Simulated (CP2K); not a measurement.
# SnTe3 under changes of volume

One of the cells (28.783 Å³/atom); the others are scaled copies at fixed shape and fractional positions:

```
CELL_PARAMETERS angstrom
5.46059 0.00000 0.00000
2.73029 4.72901 0.00000
2.73029 1.57634 4.45855
ATOMIC_POSITIONS crystal
Te 0.50000 0.50000 0.50000
Te 0.75000 0.75000 0.75000
Te 0.25000 0.25000 0.25000
Sn 0.00000 0.00000 0.00000
```

The cell comes from a database or a generator and needn't be the stable form of this composition.

- Program: CP2K 2026.2
- Functional: PBE
- Potentials or basis: POTENTIAL_UZH Te GTH-PBE-q6, Sn GTH-PBE-q4; TZVP-MOLOPT-PBE-GTH basis
- Density cutoff: 6123 eV
- k mesh: 6 × 6 × 6
- Occupations: fermi-dirac, width 0.05 eV
- Spin: no spin polarisation

```csv
volume (Å³/atom),energy over the lowest point (meV/atom),pressure (GPa)
27.056,37.51,5.1
27.632,21.59,3.7
28.208,10.26,2.5
28.783,3.18,1.3
29.359,0.00,0.3
29.935,?,?
30.510,3.92,-1.4
```

Q: What does the run at 29.935 Å³/atom give?

A: Energy over the lowest point 0.37 meV/atom; pressure -0.6 GPa.

Worked out: A Birch-Murnaghan fit of order 3 (a polynomial in V^(-2/3)) to the other rows has its minimum at 29.59 Å³/atom with B0 = V·E''(V) = 49 GPa and B' = 3.5. It gives 0.33 meV/atom at 29.935 Å³/atom, against the run's 0.37, and -dE/dV = -0.6 GPa, against -0.6.

Energies are extrapolated to zero smearing.

Caveats: the basis of atomic orbitals isn't converged, which shifts pressures, moduli and gaps.
